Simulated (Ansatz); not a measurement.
Run this with Ansatz 0.2.0, Python API and show what comes out.

Contents of `ch2fio.xyz`:
```text
6

O     0.59010    0.97550    0.00940
C    -0.00480   -0.25360    0.27710
F     0.44390   -1.06090   -0.71160
I    -1.99560   -0.13640    0.12360
H     0.63920    0.99870   -0.98690
H     0.36930   -0.58740    1.24220
```

The script, `scan_ch2fio.py`:
```python
# -*- coding: utf-8 -*-
"""Potential curve of CH2FIO along one bond."""

import ansatz
import numpy as np


def main():
    ch2fio = ansatz.Crystal.molecule_from_extxyz("ch2fio.xyz")

    symbols = [site.symbol for site in ch2fio.cartesian_sites]
    start = np.array([site.position_ang for site in ch2fio.cartesian_sites])
    axis = (start[2] - start[1]) / np.linalg.norm(start[2] - start[1])
    moving = [2]
    lengths, energies = [1.191, 1.245, 1.299, 1.353, 1.407, 1.461, 1.515, 1.597], []
    for length in lengths:
        xyz = start.copy()
        xyz[moving] += (length - np.linalg.norm(start[2] - start[1])) * axis
        point = ansatz.Crystal.molecule()
        for symbol, xyz in zip(symbols, xyz):
            point = point.atom(symbol, xyz.tolist())
        model = (
            point.calculation()
            .basis(gaussian="def2-SVP")
            .functional("pbe0")
        )
        r = model.run(threads=1, backend="cpu").report
        energies.append(r["free_energy_ev"])
        print(f"r = {length:6.3f} A  E = {energies[-1]:.5f} eV  <S^2> = {abs(r['mean_field']['state']['spin_squared']):.3f}")

    # quartic fit about the minimum
    fit = np.polynomial.Polynomial.fit(lengths, np.array(energies) - min(energies), 4).convert()
    roots = [r.real for r in fit.deriv().roots() if abs(r.imag) < 1e-9 and fit.deriv(2)(r.real) > 0]
    r_e = min(roots, key=lambda r: abs(r - lengths[int(np.argmin(energies))]))
    print(f"minimum of the fit at {r_e:.4f} A, force constant {fit.deriv(2)(r_e):.2f} eV/A^2")


if __name__ == "__main__":
    main()
```

Running `python scan_ch2fio.py` prints:
```text
r =  1.191 A  E = -13922.59426 eV  <S^2> = 0.000
r =  1.245 A  E = -13923.07946 eV  <S^2> = 0.000
r =  1.299 A  E = -13923.34389 eV  <S^2> = 0.000
r =  1.353 A  E = -13923.44827 eV  <S^2> = 0.000
r =  1.407 A  E = -13923.43764 eV  <S^2> = 0.000
r =  1.461 A  E = -13923.34533 eV  <S^2> = 0.000
r =  1.515 A  E = -13923.19596 eV  <S^2> = 0.000
r =  1.597 A  E = -13922.89923 eV  <S^2> = 0.000
minimum of the fit at 1.3727 A, force constant 34.74 eV/A^2
```

Caveats:
- Total energies depend on the basis set; only differences at equal settings carry meaning.
- The rest of the molecule is held rigid at a force-field or estimated start geometry, and the basis set is modest; single-reference methods fail as a bond breaks.
- def2 sets replace the cores of elements past krypton by effective core potentials.
- The orbitals are restricted, so S² is zero by construction.
- The whole script took 20 s on 1 thread of Intel(R) Xeon(R) Platinum 8488C (Sapphire Rapids), on a shared host, peak memory 0.23 GiB.

(A comment or docstring line of the script was reworded after the run, the code is as it ran; lines on the test bed's own set-up are left out of the output.)
